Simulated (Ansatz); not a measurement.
**C2H3NSi: a trajectory, and a look at its input**

Aim: a trajectory from the structure below. Read the input with care, then see what the program makes of it.

Computed with Ansatz 0.2.0, Gaussian basis. Level: PBE0-D4/def2-SVP.

## 1. The structure

```tsv
atom	x (Å)	y (Å)	z (Å)
Si1	-0.70255	1.15035	-0.47113
C2	-0.03196	-0.35084	0.11249
C3	0.93876	-1.21714	0.60882
N4	0.44327	-1.72517	-0.43747
H5	-1.53709	1.27436	-1.65107
H6	-0.75919	2.27055	0.45437
H7	1.64876	-1.40211	1.38399
```

## 2. The run

Contents of run/in.yaml:

```yaml
crystal:
  periodic: [false, false, false]
  atoms:
    - {symbol: Si, position_ang: [-0.702550, 1.150350, -0.471130]}
    - {symbol: C, position_ang: [-0.031960, -0.350840, 0.112490]}
    - {symbol: C, position_ang: [0.938760, -1.217140, 0.608820]}
    - {symbol: N, position_ang: [0.443270, -1.725170, -0.437470]}
    - {symbol: H, position_ang: [-1.537090, 1.274360, -1.651070]}
    - {symbol: H, position_ang: [-0.759190, 2.270550, 0.454370]}
    - {symbol: H, position_ang: [1.648760, -1.402110, 1.383990]}
basis:
  gaussian: {orbitals: def2-SVP}
hamiltonian: {xc: pbe0, dispersion: d4}
md: {n_steps: 30, timestep: 1.0, temperature: 300, ensemble: nve, seed: 530, dt: 10, initial_velocities: maxwell_boltzmann}
```

Command:

```bash
$ ansatz run in.yaml --threads 2 --pin off --events-out ev --progress --plain --max-ram 3481MiB
```

Before running it: what results should come out? Wanted: this run.

**Answer**, as computed:

| quantity | value |
| --- | --- |
| this run | refused |
| fault | misspelt key |

What this shows: The block holds a key that the program does not know.
